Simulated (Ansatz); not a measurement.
# Ga2P+ (triplet): the correlation ladder, cc-pVDZ

How much of the correlation energy of Ga2P+ (triplet) does each wave-function method recover here?

The runs use Ansatz 0.2.0, Gaussian basis; cc-pVDZ, core rule «outside noble gas», up to 33 orbitals frozen.

The runs, in order: UHF; CCSD(T) on ROHF; CCSD(T) on UHF; BCCD(T) on ROHF; CISD as a restricted active space (open shells left free, so some higher excitations enter); CCSDT(Q) on ROHF; CCSDT(Q) on UHF; CASSCF and MRCISD+Q, 8 electrons in 11 orbitals; CASSCF and NEVPT2, 8 electrons in 11 orbitals.

25 further runs of the same task are left out: 2 for a known fault of the program, 12 that didn't finish, 11 set aside as unsound or not needed. Runs told in other sessions of the task aren't counted.

**1. The geometry**

The geometry is a PBE0/def2-TZVP stationary point (not a proven minimum) of the parent state, kept for this charge and spin. No spin-orbit coupling is included. The filled d shell of Ga may be among the frozen orbitals whatever the setting's name suggests.

3 atoms, charge 1, spin multiplicity 3.

Atoms are counted from 1 here; the program's logs count them from 0.

Bond lengths: Ga1–P2 2.386 Å, P2–Ga3 2.386 Å. Angles: Ga1–P2–Ga3 180.0°.

**2. UHF**

Contents of in.yaml:

```yaml
crystal:
  periodic: [false, false, false]
  atoms:
    - {symbol: Ga, position_ang: [0.000000, 0.000000, 2.385600]}
    - {symbol: P, position_ang: [0.000000, 0.000000, 0.000000]}
    - {symbol: Ga, position_ang: [0.000000, 0.000000, -2.385600]}
basis:
  gaussian: {orbitals: cc-pVDZ}
total_charge: 1
magnetization: {spin_polarized: true, initial_magnetization: 2}
hamiltonian: {xc: hf}
output: {orbitals: {seedname: orbitals}}
```

On the command line:

```sh
$ ansatz run in.yaml --threads 1 --pin off --events-out ev --progress --plain --max-ram 2393MiB
```

The runs that follow: CCSD(T) on ROHF; CCSD(T) on UHF; BCCD(T) on ROHF; CISD as a restricted active space (open shells left free, so some higher excitations enter); CCSDT(Q) on ROHF; CCSDT(Q) on UHF; CASSCF and MRCISD+Q, 8 electrons in 11 orbitals; CASSCF and NEVPT2, 8 electrons in 11 orbitals.

Before running them: what should the planned runs give, taken together? Wanted: UCCSDT(Q) from the RHF energy; RMP2 from UCCSDT(Q); UMP2 from UCCSDT(Q); RCCSD from UCCSDT(Q); RCCSD(T) from UCCSDT(Q); UCCSD(T) from UCCSDT(Q); RCCSDT(Q) from UCCSDT(Q); NEVPT2 valence from UCCSDT(Q); MRCISD+Q valence from UCCSDT(Q).

**Answer**, as computed:

```
                         quantity                      value
    UCCSDT(Q) from the ROHF energy                 -5.5196 eV
              RMP2 from UCCSDT(Q)                +1249.3 meV
              UMP2 from UCCSDT(Q)                +1314.5 meV
             RCCSD from UCCSDT(Q)                 +331.7 meV
          RCCSD(T) from UCCSDT(Q)                  +75.8 meV
          UCCSD(T) from UCCSDT(Q)                  +73.3 meV
         RCCSDT(Q) from UCCSDT(Q)                   +6.8 meV
    NEVPT2 valence from UCCSDT(Q)                 +692.5 meV
  MRCISD+Q valence from UCCSDT(Q)                  +50.8 meV
levels within 1 kcal/mol (43 meV)  RCCSDT, UCCSDT, RCCSDT(Q)
                    T1 diagnostic                      0.033
   effectively unpaired electrons                       2.12
```

RCCSD(T) misses by +75.8 meV, 1.4 % of the correlation energy. One determinant dominates. Of the multireference levels listed MRCISD+Q valence comes nearest in total energy (+50.8 meV), which doesn't show that its space is the better one. Coupled cluster took another determinant than the lowest Hartree-Fock one. These misses are within one basis, not against nature; the frozen cores of restricted and unrestricted runs differ, which can shift their rows.
